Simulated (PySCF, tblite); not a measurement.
# C₃HN₃Si: dynamics, then NMR shifts and electronic excitations on frames, part 2 of 2

tblite 0.8.0 and PySCF 2.14.0. Atoms count from 0. Earlier steps stand in the parts before.

**9. NMR shieldings: 800 fs, PBE0/pcSseg-1**

The job: settings as JSON, then the geometry in Å.

```
{"job": {"kind": "nmr", "xc": "PBE0", "basis": "pcSseg-1", "pop": false}, "charge": 0, "multiplicity": 1}
N     -1.389600     1.454600    -1.376100
C     -0.756100     0.705000    -0.782900
Si     0.151400    -0.553600     0.382600
C      1.678800    -0.894900    -0.839600
N      2.424800    -1.491900    -1.485700
C     -0.972800    -2.035000     0.149500
N     -1.311000    -3.080100    -0.180500
H      0.692000    -0.360200     1.732200
```

Method: GIAO PBE0/pcSseg-1 NMR shielding, non-relativistic, gas phase.

Log:

```text
coarse grid: 8688 points
cycle   1  E = -567.9360108113  dE =  7.626e-01  |g| = 6.883e-01  |ddm| = 2.926e+00
cycle   2  E = -567.2906969190  dE =  6.453e-01  |g| = 1.798e+00  |ddm| = 1.622e+00
cycle   3  E = -568.0641612913  dE = -7.735e-01  |g| = 1.150e-01  |ddm| = 1.111e+00
cycle   4  E = -568.0670255527  dE = -2.864e-03  |g| = 4.851e-02  |ddm| = 1.441e-01
cycle   5  E = -568.0675502327  dE = -5.247e-04  |g| = 4.905e-03  |ddm| = 3.636e-02
cycle   6  E = -568.0675507405  dE = -5.078e-07  |g| = 4.720e-03  |ddm| = 5.226e-03
cycle   7  E = -568.0675554324  dE = -4.692e-06  |g| = 8.426e-04  |ddm| = 2.700e-03
final grid: 83904 points
cycle   8  E = -568.1065178001  dE = -1.341e-05  |g| = 4.122e-03  |ddm| = 1.770e-02
cycle   9  E = -568.1065127216  dE =  5.078e-06  |g| = 6.351e-03  |ddm| = 6.741e-03
cycle  10  E = -568.1065205248  dE = -7.803e-06  |g| = 2.323e-03  |ddm| = 4.340e-03
cycle  11  E = -568.1065217232  dE = -1.198e-06  |g| = 2.933e-04  |ddm| = 1.339e-03
cycle  12  E = -568.1065217320  dE = -8.838e-09  |g| = 2.051e-04  |ddm| = 2.453e-04
cycle  13  E = -568.1065217410  dE = -8.996e-09  |g| = 2.626e-05  |ddm| = 1.212e-04
cycle  14  E = -568.1065217412  dE = -1.603e-10  |g| = 5.725e-06  |ddm| = 2.760e-05
converged SCF energy = -568.1065217412

GIAO shielding tensors (ppm)
atom      isotropic    diamagn.    paramagn.     s11        s22        s33       span
  0 N     -103.426     335.639    -439.065   -313.983   -291.837    295.541    609.524
  1 C       71.129     264.260    -193.131    -39.341    -34.171    286.899    326.239
  2 Si     446.974     874.852    -427.878    405.788    431.714    503.419     97.630
  3 C       65.495     263.182    -197.687    -47.510    -41.502    285.497    333.007
  4 N     -111.142     334.430    -445.573   -335.761   -296.527    298.860    634.621
  5 C       67.869     263.068    -195.200    -44.093    -39.299    286.998    331.091
  6 N     -122.120     333.511    -455.631   -350.843   -308.080    292.564    643.407
  7 H       26.074      24.787       1.287     22.992     23.663     31.567      8.576
```

Run time: 7.7 s. Hardware: 1 thread of Arm Neoverse V1, shared host; peak memory 0.63 GiB.

In short: δ C3 121.4, C5 119.1, C1 115.8, N6 389.8, H7 5.64 ppm.

**10. Excited states and response: 800 fs, PBE0/def2-SVPD**

Same as in step 9 but for these lines:

```diff
@@ -1,2 +1,2 @@
-{"job": {"kind": "nmr", "xc": "PBE0", "basis": "pcSseg-1", "pop": false}, "charge": 0, "multiplicity": 1}
+{"job": {"kind": "uv", "xc": "PBE0", "basis": "def2-SVPD", "nstates": 5, "ntriplets": 0}, "charge": 0, "multiplicity": 1}
 N     -1.389600     1.454600    -1.376100
```

Level: TDDFT PBE0/def2-SVPD, vertical, gas phase, core orbitals frozen in the response.

Log:

```text
coarse grid: 8688 points
cycle   1  E = -567.6572109069  dE =  7.229e-01  |g| = 6.569e-01  |ddm| = 3.876e+00
cycle   2  E = -567.0350280965  dE =  6.222e-01  |g| = 1.746e+00  |ddm| = 2.279e+00
cycle   3  E = -567.7788134945  dE = -7.438e-01  |g| = 1.007e-01  |ddm| = 1.584e+00
cycle   4  E = -567.7814319807  dE = -2.618e-03  |g| = 4.451e-02  |ddm| = 1.920e-01
cycle   5  E = -567.7819232092  dE = -4.912e-04  |g| = 5.258e-03  |ddm| = 5.067e-02
cycle   6  E = -567.7819249866  dE = -1.777e-06  |g| = 4.795e-03  |ddm| = 9.096e-03
cycle   7  E = -567.7819299946  dE = -5.008e-06  |g| = 6.936e-04  |ddm| = 4.393e-03
final grid: 83904 points
cycle   8  E = -567.8507095353  dE = -9.913e-06  |g| = 3.688e-03  |ddm| = 2.657e-02
cycle   9  E = -567.8507038670  dE =  5.668e-06  |g| = 6.299e-03  |ddm| = 1.157e-02
cycle  10  E = -567.8507121766  dE = -8.310e-06  |g| = 1.997e-03  |ddm| = 6.808e-03
cycle  11  E = -567.8507131052  dE = -9.287e-07  |g| = 2.220e-04  |ddm| = 1.674e-03
cycle  12  E = -567.8507131112  dE = -6.018e-09  |g| = 1.576e-04  |ddm| = 3.161e-04
cycle  13  E = -567.8507131168  dE = -5.521e-09  |g| = 1.814e-05  |ddm| = 1.431e-04
cycle  14  E = -567.8507131169  dE = -9.459e-11  |g| = 5.325e-06  |ddm| = 3.276e-05
converged SCF energy = -567.8507131169

Static polarisability (au): isotropic 67.811, principal 59.258 67.470 76.705

Singlet excitations
state   eV       nm        f      main configurations
  1   6.0335    205.5   0.00018   H->L 0.66, H-1->L 0.18
  2   6.2246    199.2   0.00022   H-2->L 0.59, H-3->L 0.21
  3   6.3045    196.7   0.00135   H-1->L 0.50, H->L 0.25
  4   6.5261    190.0   0.00335   H-5->L 0.44, H-2->L 0.10, H-7->L 0.10
  5   6.5929    188.1   0.02064   H-3->L 0.49, H-1->L 0.13, H-2->L 0.10
```

It took 11 s on 1 thread of Arm Neoverse V1, shared host; peak memory 0.69 GiB.

Key values: HOMO -10.50 eV, LUMO -3.08 eV; lowest singlet 6.03 eV.

**11. NMR shieldings: 1000 fs, PBE0/pcSseg-1**

The job: settings as JSON, then the geometry in Å.

```
{"job": {"kind": "nmr", "xc": "PBE0", "basis": "pcSseg-1", "pop": false}, "charge": 0, "multiplicity": 1}
N     -1.878100     1.444300    -1.841300
C     -1.534600     0.574400    -1.188500
Si    -0.758100    -0.360300     0.264800
C      0.988800    -0.776400    -0.307600
N      2.079800    -1.001200    -0.493200
C     -1.690700    -1.902500     0.631000
N     -2.139800    -2.958900     0.586600
H     -0.989600     0.350400     1.410600
```

With the program's defaults for keys left out, this is: GIAO PBE0/pcSseg-1 NMR shielding, non-relativistic, gas phase.

Log:

```text
coarse grid: 8688 points
cycle   1  E = -567.9669858690  dE =  9.207e-01  |g| = 6.436e-01  |ddm| = 2.946e+00
cycle   2  E = -567.4439795478  dE =  5.230e-01  |g| = 1.636e+00  |ddm| = 1.413e+00
cycle   3  E = -568.0759420107  dE = -6.320e-01  |g| = 1.018e-01  |ddm| = 9.603e-01
cycle   4  E = -568.0779488222  dE = -2.007e-03  |g| = 4.485e-02  |ddm| = 1.168e-01
cycle   5  E = -568.0781945644  dE = -2.457e-04  |g| = 2.953e-02  |ddm| = 3.620e-02
cycle   6  E = -568.0783802943  dE = -1.857e-04  |g| = 1.922e-03  |ddm| = 1.557e-02
cycle   7  E = -568.0783810677  dE = -7.734e-07  |g| = 7.410e-04  |ddm| = 1.980e-03
final grid: 83904 points
cycle   8  E = -568.1171941786  dE = -1.428e-05  |g| = 3.954e-03  |ddm| = 1.735e-02
cycle   9  E = -568.1171900603  dE =  4.118e-06  |g| = 5.907e-03  |ddm| = 6.633e-03
cycle  10  E = -568.1171967914  dE = -6.731e-06  |g| = 2.219e-03  |ddm| = 4.106e-03
cycle  11  E = -568.1171978752  dE = -1.084e-06  |g| = 2.551e-04  |ddm| = 1.246e-03
cycle  12  E = -568.1171978796  dE = -4.353e-09  |g| = 2.035e-04  |ddm| = 2.211e-04
cycle  13  E = -568.1171978884  dE = -8.826e-09  |g| = 2.275e-05  |ddm| = 1.155e-04
cycle  14  E = -568.1171978885  dE = -1.094e-10  |g| = 7.108e-06  |ddm| = 2.320e-05
converged SCF energy = -568.1171978885

GIAO shielding tensors (ppm)
atom      isotropic    diamagn.    paramagn.     s11        s22        s33       span
  0 N     -112.377     334.541    -446.918   -330.902   -306.236    300.007    630.909
  1 C       70.560     264.750    -194.190    -42.192    -33.513    287.384    329.575
  2 Si     451.095     877.306    -426.211    410.569    467.156    475.560     64.990
  3 C       75.737     264.201    -188.464    -32.649    -27.092    286.952    319.601
  4 N     -101.762     336.230    -437.992   -313.417   -298.191    306.322    619.740
  5 C       67.669     262.560    -194.891    -45.964    -39.353    288.325    334.288
  6 N     -125.854     333.539    -459.393   -339.412   -332.255    294.104    633.516
  7 H       28.026      28.283      -0.256     24.890     26.006     33.184      8.294
```

Wall time 7.7 s (1 thread of Arm Neoverse V1, shared host); peak memory 0.63 GiB.

In short: δ C5 119.3, C1 116.4, C3 111.2, N6 393.6, H7 3.69 ppm.

**12. TDDFT and polarisability: 1000 fs, PBE0/def2-SVPD**

Same as in step 11 but for these lines:

```diff
@@ -1,2 +1,2 @@
-{"job": {"kind": "nmr", "xc": "PBE0", "basis": "pcSseg-1", "pop": false}, "charge": 0, "multiplicity": 1}
+{"job": {"kind": "uv", "xc": "PBE0", "basis": "def2-SVPD", "nstates": 5, "ntriplets": 0}, "charge": 0, "multiplicity": 1}
 N     -1.878100     1.444300    -1.841300
```

With the program's defaults for keys left out, this is: TDDFT PBE0/def2-SVPD, vertical, gas phase, core orbitals frozen in the response.

Log:

```text
coarse grid: 8688 points
cycle   1  E = -567.6858317211  dE =  8.833e-01  |g| = 6.130e-01  |ddm| = 4.028e+00
cycle   2  E = -567.1795965578  dE =  5.062e-01  |g| = 1.591e+00  |ddm| = 2.073e+00
cycle   3  E = -567.7889390262  dE = -6.093e-01  |g| = 8.707e-02  |ddm| = 1.411e+00
cycle   4  E = -567.7906560912  dE = -1.717e-03  |g| = 4.248e-02  |ddm| = 1.669e-01
cycle   5  E = -567.7908950454  dE = -2.390e-04  |g| = 2.867e-02  |ddm| = 5.589e-02
cycle   6  E = -567.7910754825  dE = -1.804e-04  |g| = 2.152e-03  |ddm| = 2.532e-02
cycle   7  E = -567.7910765921  dE = -1.110e-06  |g| = 6.401e-04  |ddm| = 3.274e-03
final grid: 83904 points
cycle   8  E = -567.8596487004  dE = -1.070e-05  |g| = 3.644e-03  |ddm| = 3.224e-02
cycle   9  E = -567.8596436186  dE =  5.082e-06  |g| = 6.064e-03  |ddm| = 1.137e-02
cycle  10  E = -567.8596513116  dE = -7.693e-06  |g| = 1.955e-03  |ddm| = 6.595e-03
cycle  11  E = -567.8596521855  dE = -8.739e-07  |g| = 2.110e-04  |ddm| = 1.621e-03
cycle  12  E = -567.8596521900  dE = -4.450e-09  |g| = 1.603e-04  |ddm| = 3.159e-04
cycle  13  E = -567.8596521956  dE = -5.685e-09  |g| = 1.516e-05  |ddm| = 1.452e-04
cycle  14  E = -567.8596521957  dE = -5.753e-11  |g| = 6.974e-06  |ddm| = 3.002e-05
converged SCF energy = -567.8596521957

Static polarisability (au): isotropic 65.445, principal 50.506 70.871 74.957

Singlet excitations
state   eV       nm        f      main configurations
  1   6.6530    186.4   0.00160   H-1->L 0.51, H->L 0.11
  2   6.8223    181.7   0.00046   H-2->L+1 0.36, H->L+1 0.24, H-2->L 0.12
  3   6.9672    178.0   0.00524   H-1->L 0.19, H-3->L 0.12, H-1->L+1 0.09
  4   7.0451    176.0   0.00311   H->L 0.25, H-1->L+1 0.13
  5   7.0876    174.9   0.00185   H-5->L 0.20, H-3->L+1 0.10, H-4->L+1 0.09
```

Wall time 11 s (1 thread of Arm Neoverse V1, shared host); peak memory 0.69 GiB.

In short: HOMO -10.93 eV, LUMO -2.48 eV; lowest singlet 6.65 eV.

**13. Run by run: NMR shifts**

Shifts (ppm) of some atoms, chosen among heavy atoms and hydrogens apart, with basis size and wall time:

```
  frame     C1    H7     N6     N0     N4     Si2  functions   time
 250 fs  108.2  4.92  378.3  371.7  368.7  -101.2        131  8.1 s
 425 fs  117.3  4.59  371.1  376.3  362.3   -95.9        131  7.6 s
 625 fs  122.9  4.95  368.0  410.6  374.4  -107.1        131  7.7 s
 800 fs  115.8  5.64  389.8  371.2  378.9   -97.8        131  7.7 s
1000 fs  116.4  3.69  393.6  380.1  369.5  -101.9        131  7.7 s
```

**14. Comparing the runs: electronic excitations**

Excitations and ground-state properties, with basis size and wall time:

```
  frame  lowest singlet (eV)  brightest (eV)      f  gap (eV)  α (Å³)  μ (D)  functions  time
 250 fs                 6.62            6.97  0.005      8.13    9.96   3.09        152  11 s
 425 fs                 5.95            6.64  0.025      7.48   10.01   3.30        152  11 s
 625 fs                 6.06            6.82  0.008      7.76    9.98   1.39        152  11 s
 800 fs                 6.03            6.59  0.021      7.42   10.05   5.16        152  11 s
1000 fs                 6.65            6.97  0.005      8.45    9.70   2.83        152  11 s
```

**15. Summary of results**

This closing draws on all 2 parts.

```
                                       quantity                        value
                                     thermostat                        600 K
                  mean temperature, second half                        625 K
        mean potential energy above the minimum                      0.51 eV
 13C shifts against TMS (PBE0/pcSseg-1, 250 fs)      117.4, 116.0, 108.2 ppm
  1H shifts against TMS (PBE0/pcSseg-1, 250 fs)                     4.92 ppm
 15N shifts against NH3 (PBE0/pcSseg-1, 250 fs)      378.3, 371.7, 368.7 ppm
29Si shifts against TMS (PBE0/pcSseg-1, 250 fs)                   -101.2 ppm
        lowest singlet (PBE0/def2-SVPD, 250 fs)  6.62 eV (187 nm), f = 0.001
       brightest single state of those computed  state 5, 6.97 eV, f = 0.005
                       range of the shift of N0           371.2 to 410.6 ppm
                    range of the lowest singlet              5.95 to 6.65 eV
```

In the second half the potential energy averages 0.51 eV above the minimum; equipartition over 18 harmonic modes at 600 K would give 0.47 eV. With 8 atoms the temperature swings widely (331 to 1028 K). Shifts at one fixed geometry are not the observed spectrum, which averages over the motion. In the first frame run (250 fs): The lowest singlet, at 6.62 eV, is HOMO−1→LUMO+1 0.40, HOMO→LUMO 0.29 and is dark; of the 5 states computed, the strongest absorption comes from state 5 at 6.97 eV (the last computed, so partners may be missing). In ppm, N0 moves most: its shift spreads over 39.5 ppm, from 371.2 (800 fs) to 410.6 (625 fs). The lowest singlet runs from 5.95 eV (425 fs) to 6.65 eV (1000 fs), while the orbital gap spans 7.42 to 8.45 eV. The lowest state need not be the same one in every run.
